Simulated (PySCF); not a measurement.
# [TmBr2]+: other functionals and bases at one geometry

One table from this session's results is given with a row withheld; the runs are named, their logs left out.

The runs use PySCF 2.14.0; several levels, as the steps say, no spin–orbit coupling.

1 further run of the same task is left out (for a known fault of the program).

## The starting structure

3 atoms, charge 1, spin multiplicity 1.

Bond lengths: Tm1–Br2 2.490 Å, Tm1–Br3 2.490 Å. Angles: Br2–Tm1–Br3 113.3°.

Coordinates:

```xyz
3

Tm    0.0000    0.0000   -0.7080
Br    2.0798    0.0000    0.6606
Br   -2.0798    0.0000    0.6606
```

Formal oxidation states: Tm +3. Each metal's 12 4f electrons lie in its core potential, so multiplicities, spins and levels count the valence alone. An earlier session relaxed this geometry at PBE0, Tm lcecp-1-SVP with ECP58, Br def2-SVP (singlet, point group C2v).

At PBE0 on the finer grid: E = -5185.799016 Eh, HOMO -13.10 eV, LUMO -8.15 eV, Mulliken charge on Tm1 +1.24 e, largest force component 0.018 eV/Å. 

Levels to run: PBE; TPSS; PBE0, TZVP. Hardware: 2 threads of Arm Neoverse V2, shared host.

The first run:

Input file run.py (the lines that set the calculation):

```python
mol = gto.M(atom='''
Tm     0.00000     0.00000    -0.70803
Br     2.07977     0.00000     0.66064
Br    -2.07977     0.00000     0.66064''',
    basis={'Tm': 'lcecp-1-SVP', 'Br': 'def2-SVP'},
    ecp={'Tm': 'lcecp-1-SVP'},
    charge=1, spin=0)
mf = dft.RKS(mol, xc='PBE')
mf.grids.atom_grid = (75, 302)  # f atoms: unpruned, at least (60, 302)
mf = mf.density_fit()  # fitting sets: Tm AutoAux, Br def2-universal-JKFIT
mf.conv_tol = 1e-08; mf.max_cycle = 55
mf.kernel(dm0)  # dm0: the density of the relaxed state
```

Started as:

```console
$ OMP_NUM_THREADS=2 python run.py
```

Among the steps run: PBE; TPSS; PBE0, TZVP.

One of the session's tables, all rows but one given; the rest of the session is left out.

```
              level  HOMO (eV)  gap (eV)  charge on Tm1 (e)  dipole (D)  largest force component (eV/Å)
PBE0 (relaxed here)     -13.10      4.95               1.24        6.77                            0.02
                PBE          ?         ?                  ?           ?                               ?
               TPSS     -12.01      3.36               1.21        6.51                            0.31
         PBE0, TZVP     -13.04      4.98               1.52        6.64                            0.07
```

Q: Estimate the row for PBE from the others.

The run gave: HOMO (eV): -11.91; gap (eV): 3.05; charge on Tm1 (e): 1.10; dipole (D): 6.17; largest force component (eV/Å): 0.24. In the column «HOMO (eV)» it is the highest.

The dipole of a charged species depends on the origin, so these sizes hold for this origin alone.

In one basis the HOMO–LUMO gap runs from 3.05 eV (PBE) to 4.95 eV (PBE0). The largest leftover force, 0.31 eV/Å with TPSS, stands at a geometry relaxed at another level. With 4f in the core, its levels are missing from HOMO and gap, and its count is fixed, so no charge can pass from the ligands into it. Total energies of different levels can't be compared.
